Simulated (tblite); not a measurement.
# C4H8OSi2: the cost of one run

Computed with tblite 0.8.0 and PySCF 2.14.0, with density-fitted response routines of our own, on a single molecule, in the gas phase or a continuum. Atoms are numbered from 0 throughout.

**1. The starting structure**

15 atoms, charge 0, multiplicity 1; geometry from: force field or distance geometry start.

Bonds of the start (Å): C0–C1 1.18, C1–Si2 1.89, Si2–O3 1.65, O3–Si4 1.64, Si4–C5 1.83, C5–C6 1.34, C0–H7 1.07, Si2–H8 1.48, Si2–H9 1.48, Si4–H10 1.48, Si4–H11 1.49, C5–H12 1.07, C6–H13 1.09, C6–H14 1.10.

**2. Optimising the geometry with GFN2-xTB**

Job settings and geometry (Å):

```
{"job": {"kind": "relax", "xc": "GFN2-xTB", "basis": "xTB"}, "charge": 0, "multiplicity": 1}
C     -3.614600     1.279100    -0.733700
C     -2.929100     0.644800    -0.006100
Si    -1.817400    -0.361200     1.148400
O     -0.220200    -0.219800     0.770200
Si     0.790200    -0.602500    -0.467300
C      2.537100    -0.188000    -0.114600
C      3.014000     0.394300     0.997100
H     -4.236200     1.857600    -1.382000
H     -2.020600     0.089300     2.545400
H     -2.217000    -1.789600     1.087900
H      0.687300    -2.052900    -0.761400
H      0.359000     0.132100    -1.684600
H      3.221700    -0.455700    -0.898500
H      4.079000     0.592100     1.110500
H      2.362300     0.688300     1.827200
```

Launch:

```bash
OMP_NUM_THREADS=1 python probes_run.py task.json out
```

This one command runs all jobs of the session in turn.

**Question.** How long does this first job take on 1 thread of Arm Neoverse N1, shared host, and how much memory does it need?

About 1 s, with a peak of 0.18 GiB.
